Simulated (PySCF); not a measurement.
# Tl(OH)3: other functionals and bases at one geometry

Aim: see how levels, charges and forces of Tl(OH)3 depend on the level of theory. The structure is generated, not taken from experiment.

The runs use PySCF 2.14.0; several levels, as the steps say, no spin–orbit coupling.

1 further run of the same task is left out (for a known fault of the program).

### Step 1. The starting structure

7 atoms, charge 0, spin multiplicity 1.

Bond lengths: Tl1–O2 2.075 Å, Tl1–O4 2.075 Å, Tl1–O6 2.075 Å, O2–H3 0.967 Å, O4–H5 0.967 Å, O6–H7 0.967 Å. Angles: O2–Tl1–O4 120.0°, O2–Tl1–O6 120.0°, O4–Tl1–O6 120.0°, Tl1–O2–H3 106.9°, Tl1–O4–H5 106.9°, Tl1–O6–H7 106.9°.

Coordinates:

```xyz
7
charge 0, multiplicity 1
Tl    0.0000    0.0000    0.2530
O     2.0467    0.3388    0.2517
H     2.4759   -0.5278    0.2593
O    -1.3168    1.6031    0.2517
H    -0.7809    2.4081    0.2593
O    -0.7299   -1.9420    0.2517
H    -1.6950   -1.8803    0.2593
```

Formal oxidation states: Tl +3. An earlier session relaxed this geometry at PBE0, Tl def2-SVP with ECP60, O def2-SVP, H def2-SVP (singlet, point group C3h).

At PBE0 on the finer grid: E = -399.514705 Eh, HOMO -8.35 eV, LUMO -2.67 eV, Mulliken charge on Tl1 +0.78 e, largest force component 0.004 eV/Å. 

Levels to run: BLYP; r2SCAN; PBE0, TZVP. Hardware: 2 threads of Arm Neoverse V2, shared host.

### Step 2. BLYP

run.py (the lines that set the calculation)

```python
mol = gto.M(atom='''
Tl     0.00000     0.00000     0.25299
O      2.04675     0.33884     0.25173
H      2.47592    -0.52777     0.25926
O     -1.31682     1.60312     0.25173
H     -0.78090     2.40810     0.25926
O     -0.72993    -1.94196     0.25173
H     -1.69503    -1.88033     0.25926''',
    basis={'Tl': 'def2-SVP', 'O': 'def2-SVP', 'H': 'def2-SVP'},
    ecp={'Tl': 'def2-SVP'},
    charge=0, spin=0)
mf = dft.RKS(mol, xc='BLYP')
mf.grids.atom_grid = (75, 302)
mf = mf.density_fit()  # fitting sets: Tl def2-universal-JKFIT, O def2-universal-JKFIT, H def2-universal-JKFIT
mf.conv_tol = 1e-08; mf.max_cycle = 55
mf.kernel(dm0)  # dm0: the density of the relaxed state
```

Command:

```console
$ OMP_NUM_THREADS=2 python run.py
```

### Step 3. r2SCAN

run.py (the lines that set the calculation), as its differences from that of step 2:

```diff
@@ -11,3 +11,3 @@
     charge=0, spin=0)
-mf = dft.RKS(mol, xc='BLYP')
+mf = dft.RKS(mol, xc='R2SCAN')
 mf.grids.atom_grid = (75, 302)
```

### Step 4. PBE0, TZVP

Basis: Tl def2-TZVP with ECP60, O def2-TZVP, H def2-TZVP. 

run.py (the lines that set the calculation), as its differences from that of step 3:

```diff
@@ -8,6 +8,6 @@
 H     -1.69503    -1.88033     0.25926''',
-    basis={'Tl': 'def2-SVP', 'O': 'def2-SVP', 'H': 'def2-SVP'},
-    ecp={'Tl': 'def2-SVP'},
+    basis={'Tl': 'def2-TZVP', 'O': 'def2-TZVP', 'H': 'def2-TZVP'},
+    ecp={'Tl': 'def2-TZVP'},
     charge=0, spin=0)
-mf = dft.RKS(mol, xc='R2SCAN')
+mf = dft.RKS(mol, xc='PBE0')
 mf.grids.atom_grid = (75, 302)
@@ -15,2 +15,2 @@
 mf.conv_tol = 1e-08; mf.max_cycle = 55
-mf.kernel(dm0)  # dm0: the density of the relaxed state
+mf.kernel(dm0)  # dm0: free metal ions and neutral atoms
```

Before running it: what results should come out? Wanted: for each run, HOMO; gap; charge on Tl1; dipole; largest force.

As calculated:

| level | state | HOMO (eV) | gap (eV) | charge on Tl1 (e) | dipole (D) | largest force (eV/Å) | basis functions | time |
| --- | --- | --- | --- | --- | --- | --- | --- | --- |
| PBE0 (relaxed here) | singlet | -8.35 | 5.67 | 0.78 | 0.04 | 0.00 | 83 | 6.7 s |
| BLYP | singlet | -6.38 | 2.98 | 0.58 | 0.03 | 0.97 | 83 | 3 s |
| r2SCAN | singlet | -6.97 | 3.54 | 0.74 | 0.04 | 0.31 | 83 | 4.4 s |
| PBE0, TZVP | singlet | -8.69 | 5.74 | 0.94 | 0.04 | 0.38 | 161 | 7.5 s |

Times are on 2 threads of Arm Neoverse V2, shared host; the first row also made further properties.

In one basis the HOMO–LUMO gap runs from 2.98 eV (BLYP) to 5.67 eV (PBE0). The largest leftover force, 0.97 eV/Å with BLYP, stands at a geometry relaxed at another level. The Mulliken charge on Tl spans +0.58 to +0.94 e over the levels. Total energies of different levels can't be compared. Spin–orbit coupling is left out throughout.
